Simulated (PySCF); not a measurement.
# C₈H₁₉B: geometry, NMR shifts

What NMR shifts should C₈H₁₉B (`B[C@@H](C)[C@H](C)CC(C)C`) show?

Computed with PySCF 2.14.0, with density-fitted response routines of our own, on a single molecule in the gas phase. Atoms are numbered from 0 throughout.

### Step 1. Starting geometry

28 atoms, charge 0, multiplicity 1; geometry from: GFN2-xTB.

Bonds of the start (Å): B0–C1 1.57, C1–C2 1.53, C1–C3 1.55, C3–C4 1.53, C3–C5 1.53, C5–C6 1.53, C6–C7 1.53, C6–C8 1.53, B0–H9 1.17, B0–H10 1.17, C1–H11 1.10, C2–H12 1.09, C2–H13 1.09, C2–H14 1.09, C3–H15 1.09, C4–H16 1.09, C4–H17 1.09, C4–H18 1.09, C5–H19 1.09, C5–H20 1.09, C6–H21 1.10, C7–H22 1.09, C7–H23 1.09, C7–H24 1.09, C8–H25 1.09, C8–H26 1.09, C8–H27 1.09.

### Step 2. Geometry optimisation at PBE0-D3(BJ)/def2-SVP

Job settings and geometry (Å):

```
{"job": {"xc": "PBE0", "basis": "def2-SVP", "d3": "d3bj", "grid": 1, "kind": "geom"}, "charge": 0, "multiplicity": 1}
B     -2.545421    -0.638847    -1.503837
C     -1.476339     0.113373    -0.627786
C     -2.042028     1.245537     0.239029
C     -0.537962    -0.838784     0.147986
C     -1.316212    -1.603757     1.219822
C      0.674128    -0.156453     0.796411
C      1.592986     0.625182    -0.149132
C      2.209637    -0.270863    -1.220670
C      2.701137     1.295091     0.663077
H     -3.577839    -0.144830    -1.740885
H     -2.284372    -1.674922    -1.980354
H     -0.851909     0.594456    -1.399179
H     -2.692524     0.850265     1.014712
H     -2.630095     1.921965    -0.376858
H     -1.251713     1.823814     0.712512
H     -0.164905    -1.574893    -0.571049
H     -0.695530    -2.382663     1.658942
H     -1.634832    -0.938743     2.019024
H     -2.198810    -2.066871     0.782812
H      1.270126    -0.931885     1.286248
H      0.327465     0.518488     1.581769
H      1.014554     1.412919    -0.643850
H      2.908773     0.298340    -1.830062
H      1.448748    -0.683299    -1.878253
H      2.751454    -1.093580    -0.758525
H      3.346411     1.886930     0.017469
H      2.280990     1.951725     1.422010
H      3.311381     0.544383     1.161271
```

**Question.** This job is followed by: GIAO PBE0/pcSseg-1 NMR shielding, non-relativistic, gas phase; GIAO B97-2/pcSseg-1 NMR shielding, non-relativistic, gas phase. Predict these results of the whole session: point group; rotational constants (main isotopes); 13C shifts against TMS (PBE0/pcSseg-1); 1H shifts against TMS (PBE0/pcSseg-1, means over atoms taken as alike); 11B shifts against BF3·OEt2 (PBE0/pcSseg-1); range of the shift of B0.

As calculated:

| quantity | value |
| --- | --- |
| point group | C1 |
| rotational constants (main isotopes) | 2.20, 0.91, 0.89 GHz |
| 13C shifts against TMS (PBE0/pcSseg-1) | 52.0, 44.5, 36.8, 26.9, 26.1, 24.1, 21.5, 11.2 ppm |
| 1H shifts against TMS (PBE0/pcSseg-1, means over atoms taken as alike) | 7.50, 2.28, 1.29, 1.25, 1.24, 0.97, 0.93, 0.84, 0.69, 0.41 ppm |
| 11B shifts against BF3·OEt2 (PBE0/pcSseg-1) | 87.6 ppm |
| range of the shift of B0 | 82.5 to 87.6 ppm |

In words: Relaxing lowered the energy by 0.144 eV in 6 steps; the close pair that moved most is B0–H9, from 1.169 to 1.212 Å. No frequency check was run at this level, so the end point may be a saddle. At PBE0/pcSseg-1: The largest span, 175 ppm, is at B0, where the paramagnetic term is -182 ppm. Across the 2 runs the shift of B0 moves most, between 82.5 (B97-2/pcSseg-1) and 87.6 ppm (PBE0/pcSseg-1).
